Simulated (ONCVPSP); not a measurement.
# An ONCV potential for molybdenum, from input to tests

Do these settings give a usable potential? It is generated, then checked for transferability, scattering, ghosts and hardness.

Program: ONCVPSP 4.0.1.1 (patched build). Reference atom: PBE, scalar-relativistic, spherical and spin-unpolarised. All values are calculated.

**1. The design**

Typed settings, in words:

| Property | Result |
| --- | --- |
| element | molybdenum (Mo, Z = 42) |
| type | optimised norm-conserving Vanderbilt (ONCV) |
| frozen core | [Ar] 3d10 4s2 |
| valence charge | 12 |
| reference configuration | 4p6 4d5 5s1 |
| partial waves | 5s: rc 2.65 bohr, ncon 4, nbas 8, qcut 2.1 1/bohr, 2 projectors, debl 1.5 Ha; 4p: rc 1.35 bohr, ncon 4, nbas 8, qcut 7.1 1/bohr, 2 projectors, debl 1.8 Ha; 4d: rc 2.00 bohr, ncon 3, nbas 8, qcut 8.8 1/bohr, 2 projectors, debl 3.2 Ha |
| local potential | polynomial inside 1.15 bohr (lpopt 3, dvloc0 0 Ha) |
| core correction | Teter function, fcfact 2.25, rcfact 1.25 |

**2. Generating the potential**

The input, Mo.dat:

```
# ATOM AND REFERENCE CONFIGURATION
# atsym  z   nc   nv     iexc    psfile
  Mo 42.00    7    3        4      upf
#
#   n    l    f
    1    0    2.00
    2    0    2.00
    2    1    6.00
    3    0    2.00
    3    1    6.00
    3    2   10.00
    4    0    2.00
    4    1    6.00
    4    2    5.00
    5    0    1.00
#
# PSEUDOPOTENTIAL AND OPTIMIZATION
# lmax
    2
#
#   l,   rc,      ep,       ncon, nbas, qcut
    0    2.65    0.00    4    8    2.10
    1    1.35    0.00    4    8    7.10
    2    2.00    0.00    3    8    8.80
#
# LOCAL POTENTIAL
# lloc, lpopt,  rc(5),   dvloc0
    4    3    1.15    0.00
#
# VANDERBILT-KLEINMAN-BYLANDER PROJECTORs
# l, nproj, debl
    0    2    1.50
    1    2    1.80
    2    2    3.20
#
# MODEL CORE CHARGE
# icmod, fcfact, rcfact
    3    2.25    1.25
#
# LOG DERIVATIVE ANALYSIS
# epsh1, epsh2, depsh
   -3.00    5.00    0.02
#
# OUTPUT GRID
# rlmax, drl
    6.00    0.01
#
# TEST CONFIGURATIONS
# ncnf
    4
# nvcnf
#   n    l    f
    3
    4    1    6.00
    4    2    5.00
    5    0    0.00
#
    3
    4    1    6.00
    4    2    4.00
    5    0    0.00
#
    3
    4    1    6.00
    4    2    3.00
    5    0    0.00
#
    3
    4    1    6.00
    4    2    4.00
    5    0    2.00
#
```

Started as:

```sh
$ oncvpsp.x < Mo.dat > Mo.out
```

What does the calculation give? Wanted: cutoffs for 1 and 0.1 mHa per electron, occupied waves; bound ghosts; GHOST(+) flags; largest test error; largest phase difference near zero energy, channels read; rms error of d²Exc/dn², without and with the model core.

The runs gave:

| quantity | value |
| --- | --- |
| cutoffs for 1 and 0.1 mHa per electron, occupied waves | 24 Ha and 94 Ha |
| bound ghosts | s at -72.36 eV |
| GHOST(+) flags | s at 82 eV |
| largest test error (AE − PS) | +64 meV, for 4p6 4d3 5s0 |
| largest phase difference near zero energy, channels read | 0.001 rad |
| rms error of d²Exc/dn², without and with the model core | 2.99 and 1.92 mHa |

What this shows: A bound ghost (s) makes it unfit for use: electrons can fall into a state that the atom doesn't have. The worst unpolarised test, 4p6 4d3 5s0, is off by 64 meV on 49.1 eV; by total energies transferability rates as fair. That test lies far up in energy; among those under 40 eV, nearer to bonding, the largest error is 27 meV. It counts as of middling hardness, with 24 Ha needed at the looser tolerance. The tighter tolerance needs 94 Ha, and converged work needs a cutoff nearer that. At the looser tolerance the 4p wave is the slowest; 4d needs 19 Ha. Near zero energy the phases of the channels with partial waves agree within 0.001 rad. The program also flags highly localised states, GHOST(+) (s).
